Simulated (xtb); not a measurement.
**One shape, several levels: triplet Ge2SiNH9**

Aim: a comparison of 3 runs (GFN2-xTB, GFN0-xTB, GFN1-xTB) of triplet Ge2SiNH9. 

The calculation is run with xtb 6.7.1.

13 further runs of the same task are left out: 13 set aside as unsound or not needed.

### 1 The system as given

The species is Ge2SiNH9 (13 atoms), meant as a triplet with charge 0. As SMILES of the parent species, `[SiH3][NH][GeH2][GeH3]`. Geometry: a GFN2-xTB relaxation, a rough one for these elements and not checked as a minimum. This is one conformer, not always the lowest. That shape belongs to the parent species and isn't relaxed for this state.

Bond lengths: Si1–N2 1.732 Å, N2–Ge3 1.825 Å, Ge3–Ge4 2.388 Å, Si1–H5 1.475 Å, Si1–H6 1.463 Å, Si1–H7 1.464 Å, N2–H8 1.008 Å, Ge3–H9 1.515 Å, Ge3–H10 1.510 Å, Ge4–H11 1.504 Å, Ge4–H12 1.500 Å, Ge4–H13 1.501 Å. Some angles: Si1–N2–Ge3 124.0°, N2–Ge3–Ge4 114.3°, Si1–N2–H8 114.1°, Ge3–N2–H8 114.3°, N2–Si1–H5 112.7°, N2–Si1–H6 104.9°, N2–Si1–H7 105.9°, N2–Ge3–H9 104.5°, N2–Ge3–H10 104.6°, Ge4–Ge3–H9 113.4°.

### 2 Energy and gradient at GFN2-xTB (run 1)

The input, start.xyz:

```xyz
13
start
Si    -0.131970     1.886940    -1.062510
N     -0.520680     1.240720     0.496510
Ge     0.320020    -0.197070     1.243370
Ge     0.143870    -2.210730    -0.028620
H     -0.436600     0.949710    -2.159540
H     -0.949590     3.093830    -1.185260
H      1.307080     2.152370    -1.038100
H     -1.492820     1.330160     0.749490
H     -0.277010    -0.307530     2.631630
H      1.753570     0.245920     1.412420
H     -1.219310    -2.845300     0.015130
H      1.074540    -3.299320     0.418220
H      0.428880    -2.039700    -1.492760
```

Started as:

```sh
xtb --json --gfn 2 --grad --chrg 0 -u 2 -- start.xyz | tee xtb.out
```

The log of the run:

```text
* xtb version 6.7.1
[...]
          :  # basis functions                  43          :
[...]
          :  # electrons                        26          :
[...]
          :  Hamiltonian                  GFN2-xTB          :
[...]
          :  net charge                          0          :
          :  unpaired electrons                  2          :
[...]
   *** convergence criteria satisfied after 19 iterations ***
[...]
         ::                     SUMMARY                     ::
         :::::::::::::::::::::::::::::::::::::::::::::::::::::
         :: total energy             -12.928080916030 Eh    ::
         :: gradient norm              0.057638627462 Eh/a0 ::
         :: HOMO-LUMO gap              0.627539422190 eV    ::
         ::.................................................::
         :: SCC energy               -13.029038841703 Eh    ::
         :: -> isotropic ES            0.010325801479 Eh    ::
         :: -> anisotropic ES          0.001842428573 Eh    ::
         :: -> anisotropic XC          0.004457865487 Eh    ::
         :: -> dispersion             -0.009148137117 Eh    ::
         :: repulsion energy           0.100957925673 Eh    ::
         :: add. restraining           0.000000000000 Eh    ::
         :: total charge              -0.000000000355 e     ::
         :::::::::::::::::::::::::::::::::::::::::::::::::::::
[...]
        14        1.0000           -0.1893495              -5.1525 (HOMO)
        15        0.0000           -0.1662878              -4.5249 (LUMO)
[...]
          | TOTAL ENERGY              -12.928080916030 Eh   |
          | GRADIENT NORM               0.057638627462 Eh/α |
          | HOMO-LUMO GAP               0.627539422190 eV   |
           -------------------------------------------------
[...]
```

Standard error:

```text
normal termination of xtb
```

Wall time 0.047 s (1 thread of Intel Xeon Platinum 8488C (Sapphire Rapids), shared host).

### 3 Energy and gradient at GFN0-xTB (run 2)

The input, mol.xyz:

```xyz
13
Ge2H9NSi
Si    -0.13197000     1.88694000    -1.06251000
N     -0.52068000     1.24072000     0.49651000
Ge     0.32002000    -0.19707000     1.24337000
Ge     0.14387000    -2.21073000    -0.02862000
H     -0.43660000     0.94971000    -2.15954000
H     -0.94959000     3.09383000    -1.18526000
H      1.30708000     2.15237000    -1.03810000
H     -1.49282000     1.33016000     0.74949000
H     -0.27701000    -0.30753000     2.63163000
H      1.75357000     0.24592000     1.41242000
H     -1.21931000    -2.84530000     0.01513000
H      1.07454000    -3.29932000     0.41822000
H      0.42888000    -2.03970000    -1.49276000
```

Started as:

```sh
xtb mol.xyz --uhf 2 --json --gfn 0 --grad > mol.out 2> xtb.err
```

The log of the run:

```text
* xtb version 6.7.1
[...]
          :  # basis functions                  52          :
[...]
          :  # electrons                        26          :
[...]
 Zeroth order Hamiltonian       ...        0 min,  0.000 sec (  9.370%)
[...]
         ::                     SUMMARY                     ::
         :::::::::::::::::::::::::::::::::::::::::::::::::::::
         :: total energy             -13.800489134821 Eh    ::
         :: gradient norm              0.076261772162 Eh/a0 ::
         :: HOMO-LUMO gap              0.201172370952 eV    ::
         ::.................................................::
         :: H0 energy                -13.663609291515 Eh    ::
         :: repulsion energy           0.126143534281 Eh    ::
         :: electrostat energy        -0.259415780972 Eh    ::
         :: -> Gsolv                   0.000000000000 Eh    ::
         ::    -> Gsasa                0.000000000000 Eh    ::
         ::    -> Gshift               0.000000000000 Eh    ::
         :: dispersion energy         -0.003607596616 Eh    ::
         :: short-range corr.          0.000000000000 Eh    ::
         :: add. restraining           0.000000000000 Eh    ::
         :: total charge              -0.000000000000 e     ::
         :::::::::::::::::::::::::::::::::::::::::::::::::::::
[...]
        14        0.9800           -0.2330807              -6.3424 (HOMO)
        15        0.0200           -0.2256878              -6.1413 (LUMO)
[...]
          | TOTAL ENERGY              -13.800489134821 Eh   |
          | GRADIENT NORM               0.076261772162 Eh/α |
          | HOMO-LUMO GAP               0.201172370952 eV   |
           -------------------------------------------------
[...]
```

Standard error:

```text
normal termination of xtb
```

It took 0.042 s on 1 thread of Intel Xeon Platinum 8488C (Sapphire Rapids), shared host.

### 4 Energy and forces at GFN1-xTB (run 3)

The input, geom.xyz:

```xyz
13

Si    -0.131970     1.886940    -1.062510
N     -0.520680     1.240720     0.496510
Ge     0.320020    -0.197070     1.243370
Ge     0.143870    -2.210730    -0.028620
H     -0.436600     0.949710    -2.159540
H     -0.949590     3.093830    -1.185260
H      1.307080     2.152370    -1.038100
H     -1.492820     1.330160     0.749490
H     -0.277010    -0.307530     2.631630
H      1.753570     0.245920     1.412420
H     -1.219310    -2.845300     0.015130
H      1.074540    -3.299320     0.418220
H      0.428880    -2.039700    -1.492760
```

Started as:

```sh
xtb -u 2 --json --grad --gfn 1 -P 1 -- geom.xyz | tee out.txt
```

The log of the run:

```text
* xtb version 6.7.1
[...]
          :  # basis functions                  52          :
[...]
          :  # electrons                        26          :
[...]
          :  Hamiltonian                  GFN1-xTB          :
[...]
          :  net charge                          0          :
          :  unpaired electrons                  2          :
[...]
   *** convergence criteria satisfied after 14 iterations ***
[...]
         ::                     SUMMARY                     ::
         :::::::::::::::::::::::::::::::::::::::::::::::::::::
         :: total energy             -13.122781784706 Eh    ::
         :: gradient norm              0.051593886171 Eh/a0 ::
         :: HOMO-LUMO gap              0.139822229112 eV    ::
         ::.................................................::
         :: SCC energy               -13.225067567615 Eh    ::
         :: -> electrostatic           0.028657207161 Eh    ::
         :: repulsion energy           0.107254958637 Eh    ::
         :: dispersion energy         -0.004969175728 Eh    ::
         :: halogen bond corr.         0.000000000000 Eh    ::
         :: add. restraining           0.000000000000 Eh    ::
         :: total charge               0.000000000000 e     ::
         :::::::::::::::::::::::::::::::::::::::::::::::::::::
[...]
        14        0.9373           -0.2345104              -6.3814 (HOMO)
        15        0.0627           -0.2293720              -6.2415 (LUMO)
[...]
          | TOTAL ENERGY              -13.122781784706 Eh   |
          | GRADIENT NORM               0.051593886171 Eh/α |
          | HOMO-LUMO GAP               0.139822229112 eV   |
           -------------------------------------------------
[...]
```

Standard error:

```text
normal termination of xtb
```

Wall time 0.059 s (1 thread of Intel Xeon Platinum 8488C (Sapphire Rapids), shared host).

### 5 All runs side by side

```tsv
run	level	energy (Eh)	dipole moment (D)	HOMO energy (eV)	LUMO energy (eV)	wall time
1	GFN2-xTB	-12.928081	1.47	-5.15	-4.52	0.047 s
2	GFN0-xTB	-13.800489	5.80	-6.34	-6.14	0.042 s
3	GFN1-xTB	-13.122782	3.96	-6.38	-6.24	0.059 s
```

### 6 Results

| quantity | value |
| --- | --- |
| run 3: total energy | -13.12278 Eh |
| run 3: dipole moment | 3.96 D |
| run 3: HOMO energy (partly filled) | -6.38 eV |
| run 3: LUMO energy | -6.24 eV |
| run 3: dispersion energy | -13.05 kJ/mol |
| run 3: largest force on an atom | 1.682 eV/Å |

The dipole moment (its size) runs from 1.47 D (GFN2-xTB) to 5.80 D (GFN0-xTB). Force-field and semi-empirical energies have zeros of their own, so their totals don't compare. All runs together took 0.15 s, the longest 0.059 s.
